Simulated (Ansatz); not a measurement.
# LiTbH4: one candidate of a structure search

Where does this trial cell of LiTbH4 go when cell and atoms are let free, and does the end survive a random kick?

Computed with Ansatz 0.2.0 (DFT PBE, scalar-relativistic, plane waves, PAW; 4f electrons in the core of a trivalent norm-conserving potential, unless a step's input says otherwise).

**1. The system as given**

The structure is orthorhombic, space group Cmmm (No. 65). Conventional cell: a = 4.757 Å, b = 7.803 Å, c = 3.719 Å, α = 90.00°, β = 90.00°, γ = 90.00°. Li (site symmetry mmm) is surrounded by 8 H at 2.28 Å. Around Tb (site symmetry mmm) lie 14 H at 2.58 to 2.95 Å. H (site symmetry m2m) has 2 Li at 2.28 Å and 4 H at 2.29 Å and 3 Tb at 2.58 to 2.72 Å in its first shell of neighbours. H (site symmetry 2/m) has 2 Li at 2.28 Å and 4 H at 2.29 Å and 4 Tb at 2.95 Å in its first shell of neighbours.

Structure file:

```cif
data_structure
_symmetry_space_group_name_H-M 'Cmmm'
_symmetry_Int_Tables_number 65
_cell_length_a 4.7568
_cell_length_b 7.8029
_cell_length_c 3.7186
_cell_angle_alpha 90.000
_cell_angle_beta 90.000
_cell_angle_gamma 90.000
_cell_volume 138.02
loop_
_atom_site_label
_atom_site_type_symbol
_atom_site_symmetry_multiplicity
_atom_site_Wyckoff_symbol
_atom_site_fract_x
_atom_site_fract_y
_atom_site_fract_z
_atom_site_occupancy
Li1 Li 2 d 0.00000 0.00000 0.50000 1
Tb1 Tb 2 b 0.50000 0.00000 0.00000 1
H1 H 4 i 0.50000 0.33057 0.00000 1
H2 H 4 f 0.25000 0.25000 0.50000 1
```

The cell is invented: species swapped into a database cell of LaAlNi4 (Cmmm, No. 65), with Tb on the La sites, Li on the Al sites and H on the Ni sites. Lengths come from tabulated atomic sizes and are only a guess.

**2. The guess as it stands, on a coarse mesh**

Contents of input.yaml:

```yaml
crystal:
  lattice:
    - [2.37840452, -3.90146078, 0.0]
    - [2.37840452, 3.90146078, 0.0]
    - [0.0, 0.0, 3.7186344]
  atoms:
    - { symbol: Li, position: [0.0, 0.0, 0.5] }
    - { symbol: Tb, position: [0.5, 0.5, 0.0] }
    - { symbol: H, position: [0.16943119, 0.83056881, 0.0] }
    - { symbol: H, position: [0.83056881, 0.16943119, 0.0] }
    - { symbol: H, position: [0.0, 0.5, 0.5] }
    - { symbol: H, position: [0.5, 0.0, 0.5] }
basis:
  ecutwfc: 690
kpoints:
  mp_grid: { grid: [4, 4, 6] }
hamiltonian:
  xc: pbe
  pseudopotentials:
    kind: paw
    azcp: { Tb: "pseudopotentials/pbe/nc/lanthanide_3plus/Tb.nc.azcp" }
scf:
  occupations: { method: gaussian, width: 0.1 }
  lower_state_search: "off"
output:
  forces: true
  stress: true
  eigenvalues: true
```

The run is started by

```console
$ ansatz run input.yaml --threads 1 --pin off --max-ram 2560MiB --backend cpu --events-out ev --progress --plain --runs-dir out
```

The session goes on with these runs: rough relaxation on the coarse mesh; final relaxation; kick test: the unmoved cell on a coarse mesh; kicked and relaxed without symmetry; the kicked end on a coarse mesh; rough relaxation on the coarse mesh (after the kick); final relaxation (after the kick).

**Question.** What will these runs give? Wanted: conventional cell; volume; energy over the elements; gap on the mesh; after the kick; energy gained by the kick.

As calculated:

| quantity | value |
| --- | --- |
| symmetry at the first end (tolerance 0.05 Å) | space group Cmmm (No. 65) |
| conventional cell | a = 4.572 Å, b = 5.886 Å, c = 3.725 Å, α = 90.00°, β = 90.00°, γ = 90.00° |
| volume | 8.36 Å³/atom |
| energy over the elements (uncorrected; H, N, O, F and Cl as molecules) | -0.24 eV/atom |
| gap on the mesh | none (metal) |
| after the kick | space group P1 (No. 1), 10.05 Å³/atom, gap on the mesh 2.51 eV |
| energy gained by the kick | 159 meV/atom |

The space group Cmmm (No. 65) is kept, and the volume per atom shrinks by 27.4 % from the first guess. A negative formation energy is needed for stability but isn't enough; other structures and compounds were not set against it here. The first end is not the local ground state: the kicked cell settles 159 meV/atom lower. These runs have no spin-orbit coupling; with Tb it would split and shift bands. The lanthanide's 4f electrons sit in the core of its potential, so it is trivalent by construction and shows no f bands or moments.

No U or exact exchange acts on the 4f shell of Tb, so a metallic reading can be the functional's.
